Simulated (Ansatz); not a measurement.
## MgRb: vertical and adiabatic energies of changing the electron count

Run with Ansatz's Python interface.

The script, `adiabatic_mgrb.py`:
```python
# -*- coding: utf-8 -*-
import itertools

import ansatz as az
from ase.data import atomic_numbers, covalent_radii
import numpy as np

geometry_ang = [
    ('Rb', (0.0, 0.0, 0.0)),
    ('Mg', (0.0, 0.0, 3.415)),
]
molecule = az.Crystal.molecule()
for symbol, xyz in geometry_ang:
    molecule = molecule.atom(symbol, xyz)

calculation = molecule.calculation().basis(gaussian='def2-SVP').functional('pbe').spin('collinear', total=1)
symbols = [site.symbol for site in molecule.cartesian_sites]
start = np.array([site.position_ang for site in molecule.cartesian_sites], dtype=float)
rep = calculation.relax(force_tolerance=0.01, max_steps=100).run(threads=1).report
end = np.array(rep['positions_ang'])

minimum = az.Crystal.molecule()
for symbol, place in zip(symbols, end):
    minimum = minimum.atom(symbol, place.tolist())
ion = (
    minimum.calculation()
    .basis(gaussian='def2-SVP')
    .functional('pbe')
    .charge(1)
)
vertical = ion.run(threads=1).report
settled = ion.relax(force_tolerance=0.01, max_steps=80).run(threads=1).report
print(f'vertical ionisation energy   {vertical["free_energy_ev"] - rep["free_energy_ev"]:.3f} eV')
print(f'adiabatic, no zero point     {settled["free_energy_ev"] - rep["free_energy_ev"]:.3f} eV')
print(f'relaxation energy of the ion {vertical["free_energy_ev"] - settled["free_energy_ev"]:.3f} eV')
ionised = np.array(settled['positions_ang'])
radius = [covalent_radii[atomic_numbers[s]] for s in symbols]
span = lambda where, i, j: np.linalg.norm(where[i] - where[j])
bonded = [(i, j) for i, j in itertools.combinations(range(len(symbols)), 2) if min(span(end, i, j), span(ionised, i, j)) < 1.2 * (radius[i] + radius[j])]
print('pair        before    after (A)')
for i, j in bonded:
    print(f'{symbols[i]}{i}-{symbols[j]}{j}'.ljust(10), f'{span(end, i, j):8.4f} {span(ionised, i, j):8.4f}')
```

```console
$ python adiabatic_mgrb.py
vertical ionisation energy   4.157 eV
adiabatic, no zero point     4.153 eV
relaxation energy of the ion 0.004 eV
pair        before    after (A)
Rb0-Mg1      4.0864   3.9593
```

The energies are electronic: no zero-point or thermal terms, and the basis set is short of its limit. The product may relax into another structure. The relaxation finds the nearest minimum, so the adiabatic value is an upper bound. def2 sets replace the cores of elements past krypton by effective core potentials. The species is open-shell (spin multiplicity 2). Only the spin states typed were run; another state of an ion can lie lower, by up to an eV or two. The spin state was assumed, and another may lie lower. Wall time of the script: 32 s on 1 thread of Arm Neoverse V1, on a shared host, peak memory 0.18 GiB.
